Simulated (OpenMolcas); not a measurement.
**Ni²⁺ among point charges: CASSCF levels and susceptibility**

Aim: the splitting of the states of Ni²⁺ in the field of 6 point charges, its lowest levels with spin-orbit coupling and its magnetic susceptibility.

Program: OpenMolcas 26.06. Level of theory: state-averaged CASSCF, spin-orbit coupling by RASSI with atomic mean-field integrals. These are calculated values, not measurements, unless marked.

1 further run of the same task is left out (it didn't finish).

## 1. The system

```
Species                           : Ni²⁺ (nickel, Z = 28, 26 electrons)
Basis                             : ANO-RCC-VTZP [6s5p3d2f1g], 59 functions
Scalar Hamiltonian                : DKH2, point nucleus
Inactive shells                   : 1s 2s 2p 3s 3p
Active space                      : 8 electrons in 5 orbitals (3d)
Some configurations of this space : 3d8
Orbitals                          : optimised for each spin and parity, averaged over all roots
```

The outer shells:

3d8
```
3d [↑↓][↑↓][↑↓][↑ ][↑ ]
```

The ion sits among 6 point charges of -2.2 e arranged as a trigonal antiprism (D3d), 2.1 Å from the ion, with a polar angle of 64.6° against the regular 54.74°. The active orbitals were held to one l.

The work runs as a chain of OpenMolcas steps in one folder; each step below is one input file. Labels, J, g values, rates, χT and fits are worked out afterwards by a script from the matrices that RASSI stores. The input lists half of the charges; inversion (Group=XYZ) makes the rest.

## 2. GATEWAY and SEWARD: basis and integrals

File a.inp:

```
&GATEWAY
Coord
1

Ni 0.0 0.0 0.0
Basis=ANO-RCC-VTZP
Group=XYZ
NoMove
AngMom=0.0 0.0 0.0
AMFI
XField
3 Angstrom 0
0.000000 1.896816 0.901160 -2.200000
1.642691 -0.948408 0.901160 -2.200000
1.642691 0.948408 -0.901160 -2.200000
&SEWARD
```

Run with:

```
$ OMP_NUM_THREADS=1 MOLCAS_MEM=1689 MOLCAS_PROJECT=a pymolcas a.inp > a.log
```

## 3. Reference wave functions, triplets of even parity, 10 roots

File a.inp:

```
&RASSCF
FileOrb=start.orb
Symmetry=1
Spin=3
nActEl=8 0 0
Inactive=3 6
Ras2=5 0
CIRoot=10 10 1
SDav=10
CIMx=300
Iter=120 100
PrWF=0.3
OrbListing=Nothing
MaxOrb=0
SupSym
1
15 4 5 6 7 8 12 13 14 15 16 17 18 19 20 21
0
>>> COPY $Project.JobIph JOB001
```

start.orb holds the contracted functions of the basis, ordered by shell, or the orbitals of the step before.

## 4. Reference wave functions, singlets of even parity, 15 roots

File a.inp:

```
&RASSCF
FileOrb=start.orb
Symmetry=1
Spin=1
nActEl=8 0 0
Inactive=3 6
Ras2=5 0
CIRoot=15 15 1
SDav=15
CIMx=300
Iter=120 100
PrWF=0.3
OrbListing=Nothing
MaxOrb=0
SupSym
1
15 4 5 6 7 8 12 13 14 15 16 17 18 19 20 21
0
>>> COPY $Project.JobIph JOB002
```

## 5. RASSI: spin-orbit coupling between the states

File a.inp:

```
&RASSI
NrOfJobIphs=2 10 15
1 2 3 4 5 6 7 8 9 10
1 2 3 4 5 6 7 8 9 10 11 12 13 14 15
IphNames
JOB001
JOB002
EJob
SpinOrbit
DIPRint=1.0
SOCoupling=1000.0
Subsets=2
Property=9
'ANGMOM' 1 'ANGMOM' 2 'ANGMOM' 3 'MLTPL  1' 1 'MLTPL  1' 2 'MLTPL  1' 3
'AMFI' 1 'AMFI' 2 'AMFI' 3
SOProperty=3
'ANGMOM' 1 'ANGMOM' 2 'ANGMOM' 3
```

Before running it: what results should come out? Wanted: spin-free ground state; first state of the same spin within the active space; lowest level; next level.

The runs gave:

| quantity | value |
| --- | --- |
| method | CASSCF |
| spin-free ground state | 3A2, 1-fold in its orbital part |
| first state of the same spin within the active space | 3A1 at 2120 cm⁻¹ |
| lowest level | 2-fold E, g = 0.00, 0.00, 6.89 |
| next level | 178.9 cm⁻¹ |
| χT at 300 K | 2.13 cm³ K/mol |
| effective moment at 300 K | 4.12 μB |

**Reading.** The spin-free ground state (3A2) comes to 97 % from free-ion F terms and keeps the highest spin of the shell. χT at 300 K is 2.13, against 1.00 cm³ K/mol for the spin alone, so orbital moment adds to it. The field of point charges can differ much from that of real complexes. Point charges carry no covalency, so the field is a model and not that of real ligands.
